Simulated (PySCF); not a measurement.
# C₅H₅FO₂: magnetic properties

Aim: compute the magnetic properties of C₅H₅FO₂ (`O=C1C[C@H](F)C=CO1`).

Programs: PySCF 2.14.0, with routines of our own; each step states its level. All values are computed. Atoms count from 0.

### Step 1. The starting structure

13 atoms, charge 0, multiplicity 1; geometry from: GFN2-xTB.

### Step 2. Magnetic properties: GIAO B3LYP/pcSseg-1

The job: settings as JSON, then the geometry in Å.

```
{"job": {"kind": "mag", "xc": "B3LYP", "basis": "pcSseg-1", "isotopologues": 2}, "charge": 0, "multiplicity": 1}
O     -0.847452     2.612634     0.034151
C     -0.336702     1.533830     0.104752
C     -1.109495     0.249330     0.334124
C     -0.497041    -0.936749    -0.403855
F     -1.048470    -2.108707     0.073970
C      0.986541    -0.938302    -0.187733
C      1.615791     0.205345     0.031261
O      1.009434     1.430484     0.042896
H     -2.150878     0.410913     0.056508
H     -1.072564     0.040680     1.409467
H     -0.738652    -0.915805    -1.478153
H      1.504839    -1.879793    -0.214838
H      2.680261     0.296626     0.179723
```

With the program's defaults for keys left out, this is: GIAO B3LYP/pcSseg-1 magnetisability, rotational g tensor and spin-rotation constants, non-relativistic, gas phase.

Started as:

```console
$ OMP_NUM_THREADS=1 python excited_run.py task.json out
```

This one command runs all jobs of the session in turn.

The log of the run:

```text
coarse grid: 11792 points
cycle   1  E = -443.4823008557  dE =  1.501e+00  |g| = 1.069e+00  |ddm| = 3.327e+00
cycle   2  E = -442.8564545577  dE =  6.258e-01  |g| = 2.115e+00  |ddm| = 2.345e+00
cycle   3  E = -443.6640493771  dE = -8.076e-01  |g| = 3.494e-01  |ddm| = 1.797e+00
cycle   4  E = -443.6854306018  dE = -2.138e-02  |g| = 1.208e-01  |ddm| = 3.055e-01
cycle   5  E = -443.6874194184  dE = -1.989e-03  |g| = 4.350e-02  |ddm| = 9.037e-02
cycle   6  E = -443.6878088374  dE = -3.894e-04  |g| = 1.170e-02  |ddm| = 3.807e-02
cycle   7  E = -443.6878364327  dE = -2.760e-05  |g| = 4.540e-03  |ddm| = 1.199e-02
cycle   8  E = -443.6878411293  dE = -4.697e-06  |g| = 8.404e-04  |ddm| = 3.896e-03
final grid: 116920 points
cycle   9  E = -443.7758282637  dE = -3.579e-05  |g| = 7.662e-03  |ddm| = 2.321e-02
cycle  10  E = -443.7758049514  dE =  2.331e-05  |g| = 1.366e-02  |ddm| = 1.452e-02
cycle  11  E = -443.7758390850  dE = -3.413e-05  |g| = 1.864e-03  |ddm| = 9.829e-03
cycle  12  E = -443.7758397014  dE = -6.163e-07  |g| = 4.168e-04  |ddm| = 1.317e-03
cycle  13  E = -443.7758397241  dE = -2.271e-08  |g| = 1.837e-04  |ddm| = 4.187e-04
cycle  14  E = -443.7758397303  dE = -6.210e-09  |g| = 5.518e-05  |ddm| = 1.630e-04
cycle  15  E = -443.7758397309  dE = -6.048e-10  |g| = 1.799e-05  |ddm| = 5.394e-05
converged SCF energy = -443.7758397309

Magnetisability tensor (1e-30 J/T^2)
     -840.21      -56.20       23.75
      -56.20     -889.12       -6.60
       23.75       -6.60    -1024.84
isotropic -918.06   principal values   -1027.85   -925.41   -800.91
isotropic susceptibility -55.287 1e-6 cm^3/mol

Inertial axes            a          b          c
rot. const./GHz      3.8377     1.7623     1.2527
chi total           -54.315    -50.080    -61.465
chi diamagnetic    -397.559   -706.790   -977.464
chi paramagnetic    343.243    656.709    915.999
quadrupole/D A      -15.564      9.080      6.483
g nuclear            0.5792     0.5100     0.5227
g electronic        -0.6188    -0.5437    -0.5391
g total             -0.0396    -0.0337    -0.0164

Spin-rotation constants (kHz, H = +C I.J)
atom  isotope        aa         bb         cc
  4    19F        1.782      0.915      0.705
  8     1H       -0.442      0.080     -0.136
  9     1H       -0.424     -0.208      0.053
 10     1H       -0.393     -0.163      0.084
 11     1H        0.113     -0.062     -0.161
 12     1H       -0.415      0.164     -0.129
  0    17O*      -2.227     -1.204     -0.144
  1    13C*       1.340      0.909      0.338
  2    13C*       0.633      0.346      0.240
  3    13C*       0.868      0.481      0.341
  5    13C*       1.336      0.678      0.208
  6    13C*       1.261      0.840      0.291
  7    17O*      -1.538     -0.493     -0.137
* in the singly substituted isotopologue

Isotopologues: g along a, b, c
2H    at 8,9,10,11,12      -0.0344    -0.0327    -0.0156
18O   at 0                 -0.0392    -0.0323    -0.0158
```

It took 23 s on 1 thread of Arm Neoverse V2, shared host; peak memory 0.81 GiB.

Key values:

```tsv
quantity	value
magnetisability	-918·10⁻³⁰ J/T²
molar susceptibility	-55.3·10⁻⁶ cm³/mol
rotational g (a, b, c)	-0.0396, -0.0337, -0.0164
```

The fields below are evaluated on a grid from the run's orbitals.

Frontier orbitals at B3LYP/pcSseg-1, with the share of their density that lies nearest to each atom:

```tsv
orbital	energy (eV)	lies on
HOMO	-7.52	C5 33 %; C6 22 %; O7 18 %
LUMO	-1.24	C1 25 %; O0 18 %; C5, C6 about 15 % each
```

ELF in a plane through or near 9 of the atoms.

Ten even steps from ' ' (0.00) to '@' (1.00):
```
                                                        
                                                        
                                                        
                        ..::--..      ....              
            ++%%##--    ==####++    --++++--..          
          ++@@@@@@@@--..**%%%%##....**%%%%##==::        
          ++@@@@@@@@**--##::==##----######%%**--        
            ==##%%**++..%%####%%----####%%%%##++..      
                --++::::==::::==--::====****++--        
          ..====++++++**--  ..++@@@@++..                
        ==%%@@@@@@::%%::**==****::::####++::            
        ##@@@@@@@@%%**%%**--%%@@++**@@@@@@@@++          
        ==@@@@@@%%==--++::::==##++**@@@@@@@@++          
          ..--::    ..==####==::    **%%%%**            
                  ..++####%%##==      ....              
                  ..++##%%%%##++..                      
                    ::--++++==::                        
                                                        
                                                        
                                                        
```
The map spans 9.9 Å across and 9.8 Å up, centred on the molecule. Atoms in the plane (x, y in Å): C1 (1.2, 1.0), C2 (1.1, -0.4), C3 (-0.2, -1.1), C5 (-1.4, -0.2), C6 (-1.2, 1.1), O7 (0.0, 1.7), H8 (2.0, -0.9), H11 (-2.3, -0.7), H12 (-2.0, 1.8).

log10 of the density (e/Å³) in the same plane.

Ten even steps from '0' (-4.0) to '9' (1.4):
```
0000000000000000000000000000
0000000000000000000000000000
0000000000001111000100000000
0000012222234444333333210000
0000123444445555445554331000
0000235566667887656776542100
0001235677778898777887653200
0001235677987887898887653200
0001234567887667897766543100
0011345677876667777654431000
0012346778977677887655321000
0012456777777877777765431000
0012345666677877667765321000
0000223444668876555544210000
0000112234678876443332110000
0000000134567765432110000000
0000000023455554320000000000
0000000000233332100000000000
0000000000001100000000000000
0000000000000000000000000000
```
The map spans 9.9 Å across and 9.8 Å up, centred on the molecule. Atoms in the plane (x, y in Å): C1 (1.2, 1.0), C2 (1.1, -0.4), C3 (-0.2, -1.1), C5 (-1.4, -0.2), C6 (-1.2, 1.1), O7 (0.0, 1.7), H8 (2.0, -0.9), H11 (-2.3, -0.7), H12 (-2.0, 1.8).

On the surface of density 0.002 e/bohr³ the electrostatic potential runs, from the 1st to the 99th percentile, from -1.60 V near O0 to 1.46 V near H10.

### Step 3. Magnetic properties: GIAO OPBE/6-31G*

The job, as its differences from that of step 2:

```diff
@@ -1,2 +1,2 @@
-{"job": {"kind": "mag", "xc": "B3LYP", "basis": "pcSseg-1", "isotopologues": 2}, "charge": 0, "multiplicity": 1}
+{"job": {"kind": "mag", "xc": "OPBE", "basis": "6-31G*", "scf": {"guess": "atom"}}, "charge": 0, "multiplicity": 1}
 O     -0.847452     2.612634     0.034151
```

With the program's defaults for keys left out, this is: GIAO OPBE/6-31G* magnetisability, rotational g tensor and spin-rotation constants, non-relativistic, gas phase.

The log of the run:

```text
final grid: 116920 points
cycle   1  E = -443.3149241889  dE =  2.060e+00  |g| = 1.115e+00  |ddm| = 4.037e+00
cycle   2  E = -442.8026333696  dE =  5.123e-01  |g| = 1.886e+00  |ddm| = 2.791e+00
cycle   3  E = -443.4844510001  dE = -6.818e-01  |g| = 7.027e-01  |ddm| = 2.168e+00
cycle   4  E = -443.5929994922  dE = -1.085e-01  |g| = 1.211e-01  |ddm| = 6.682e-01
cycle   5  E = -443.5947870952  dE = -1.788e-03  |g| = 7.892e-02  |ddm| = 1.454e-01
cycle   6  E = -443.5958903026  dE = -1.103e-03  |g| = 2.355e-02  |ddm| = 7.467e-02
cycle   7  E = -443.5959974696  dE = -1.072e-04  |g| = 1.104e-02  |ddm| = 3.232e-02
cycle   8  E = -443.5960288042  dE = -3.133e-05  |g| = 2.519e-03  |ddm| = 1.169e-02
cycle   9  E = -443.5960302734  dE = -1.469e-06  |g| = 6.704e-04  |ddm| = 2.649e-03
cycle  10  E = -443.5960303682  dE = -9.481e-08  |g| = 1.461e-04  |ddm| = 6.289e-04
cycle  11  E = -443.5960303690  dE = -7.865e-10  |g| = 1.361e-04  |ddm| = 2.369e-04
cycle  12  E = -443.5960303727  dE = -3.706e-09  |g| = 1.597e-05  |ddm| = 1.313e-04
cycle  13  E = -443.5960303727  dE = -3.195e-11  |g| = 1.078e-05  |ddm| = 2.717e-05
converged SCF energy = -443.5960303727

Magnetisability tensor (1e-30 J/T^2)
     -816.20      -64.26       26.42
      -64.26     -860.81      -10.14
       26.42      -10.14    -1009.34
isotropic -895.45   principal values   -1012.91   -906.07   -767.38
isotropic susceptibility -53.925 1e-6 cm^3/mol

Inertial axes            a          b          c
rot. const./GHz      3.8377     1.7623     1.2527
chi total           -52.742    -48.544    -60.490
chi diamagnetic    -394.586   -701.974   -972.246
chi paramagnetic    341.844    653.430    911.756
quadrupole/D A      -13.249      8.265      4.984
g nuclear            0.5792     0.5100     0.5227
g electronic        -0.6163    -0.5410    -0.5366
g total             -0.0371    -0.0310    -0.0139

Spin-rotation constants (kHz, H = +C I.J)
atom  isotope        aa         bb         cc
  4    19F        1.704      0.837      0.620
  8     1H       -0.451      0.075     -0.139
  9     1H       -0.426     -0.211      0.051
 10     1H       -0.393     -0.162      0.082
 11     1H        0.099     -0.066     -0.165
 12     1H       -0.408      0.155     -0.131
  0    17O*      -1.927     -1.039     -0.120
  1    13C*       1.156      0.774      0.297
  2    13C*       0.542      0.297      0.201
  3    13C*       0.762      0.424      0.302
  5    13C*       1.154      0.580      0.172
  6    13C*       1.097      0.714      0.253
  7    17O*      -1.393     -0.474     -0.115
* in the singly substituted isotopologue
```

Run time: 19 s. Hardware: 1 thread of Arm Neoverse V2, shared host; peak memory 0.6 GiB.

In short:

```tsv
quantity	value
magnetisability	-895·10⁻³⁰ J/T²
molar susceptibility	-53.9·10⁻⁶ cm³/mol
rotational g (a, b, c)	-0.0371, -0.0310, -0.0139
```

### Step 4. Magnetic properties side by side

```tsv
level	ξ (10⁻³⁰ J/T²)	g(a)	g(b)	gap (eV)	functions	time
GIAO B3LYP/pcSseg-1	-918	-0.0396	-0.0337	6.28	161	23 s
GIAO OPBE/6-31G*	-895	-0.0371	-0.0310	4.50	122	19 s
```

### Step 5. Outcome

| quantity | value |
| --- | --- |
| magnetisability (step 2, GIAO B3LYP/pcSseg-1) | -918·10⁻³⁰ J/T² |
| molar susceptibility (step 2, GIAO B3LYP/pcSseg-1) | -55.3·10⁻⁶ cm³/mol |
| rotational g (a, b, c) (step 2, GIAO B3LYP/pcSseg-1) | -0.0396, -0.0337, -0.0164 |
| surface potential, 1st and 99th percentile | -1.60 V and 1.46 V |
| magnetisability over the levels | -918 to -895·10⁻³⁰ J/T² |

In words: At B3LYP/pcSseg-1, counted by nearest atom on the grid, the HOMO lies on C5 33 %; C6 22 %, the LUMO on C1 25 %; O0 18 %. The magnetisability spreads by 2.5 % over 2 levels of like cost. Two levels can agree by chance, so this spread shows no convergence. Vibrational averaging and real surroundings are missing from these values.
